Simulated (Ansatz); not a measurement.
# GaNH2+ (doublet): the correlation ladder, cc-pVDZ

An exercise on one series of results from a longer session: the logs are not shown, and one member is left open.

Program: Ansatz 0.2.0, Gaussian basis. Level of theory: cc-pVDZ, core rule «outside noble gas», up to 15 orbitals frozen. These are calculated values, not measurements.

To be run: UHF; CCSD(T) on ROHF; CCSD(T) on UHF; BCCD(T) on ROHF; CISD; CCSDT(Q) on ROHF; CCSDT(Q) on UHF; CCSDTQ on ROHF; CASSCF and MRCISD+Q, 9 electrons in 10 orbitals; CASSCF and NEVPT2, 9 electrons in 10 orbitals.

5 further runs of the same task are left out: 4 for a known fault of the program, 1 set aside as unsound or not needed.

### The geometry

The geometry is a PBE0/def2-TZVP stationary point (not a proven minimum) of the parent state, kept for this charge and spin. No spin-orbit coupling is included. The filled d shell of Ga may be among the frozen orbitals whatever the setting's name suggests; the logs give the count.

4 atoms, charge 1, spin multiplicity 2.

Atoms are counted from 1 here; the program's logs count them from 0.

Bond lengths: N1–Ga2 1.870 Å, N1–H3 1.011 Å, N1–H4 1.011 Å. Angles: Ga2–N1–H3 125.2°, Ga2–N1–H4 125.2°, H3–N1–H4 109.5°.

The first run:

in.yaml reads:

```yaml
crystal:
  periodic: [false, false, false]
  atoms:
    - {symbol: N, position_ang: [0.000000, 0.000000, 1.506801]}
    - {symbol: Ga, position_ang: [0.000000, 0.000000, -0.363134]}
    - {symbol: H, position_ang: [0.000000, 0.825767, 2.090162]}
    - {symbol: H, position_ang: [0.000000, -0.825767, 2.090162]}
basis:
  gaussian: {orbitals: cc-pVDZ}
total_charge: 1
magnetization: {spin_polarized: true, initial_magnetization: 1}
hamiltonian: {xc: hf}
output: {orbitals: {seedname: orbitals}}
```

Started as:

```console
> ansatz run in.yaml --threads 1 --pin off --events-out ev --progress --plain --max-ram 2816MiB --backend cpu
```

Among the steps run: UHF; CCSD(T) on ROHF; CCSD(T) on UHF; BCCD(T) on ROHF; CISD; CCSDT(Q) on ROHF; CCSDT(Q) on UHF; CCSDTQ on ROHF; CASSCF and MRCISD+Q, 9 electrons in 10 orbitals; CASSCF and NEVPT2, 9 electrons in 10 orbitals.

One table of the session follows, with a row left open; its other results are not shown here.

It belongs to the step «Misses and costs». 

| method | from RCCSDTQ (meV) |
| --- | --- |
| RMP2 | +613.7 |
| UMP2 | +616.4 |
| RCCSD | +227.7 |
| UCCSD | +213.5 |
| RCCSD(T) | +36.3 |
| UCCSD(T) | +28.5 |
| BCCD(T) | ? |
| RCCSDT | +18.1 |
| UCCSDT | +8.7 |
| RCCSDT(Q) | -0.7 |
| UCCSDT(Q) | -13.0 |
| RCCSDTQ | 0 |
| CASSCF valence | +3349.5 |
| NEVPT2 valence | +996.8 |
| MRCISD valence | +463.1 |
| MRCISD+Q valence | +354.6 |

**Question.** Estimate the row for BCCD(T).

**Answer.** from RCCSDTQ (meV): +39.1. In the column «from RCCSDTQ (meV)» it lies between RCCSD(T) (+36.3) and UCCSD (+213.5).

Caveats from the session: Left out of the table: ROHF, UHF (another determinant or state than the rows shown). Restricted and unrestricted rows rest on different reference determinants; where their highest levels disagree by more than a few hundredths of an eV, they describe different states and don't form one ladder.
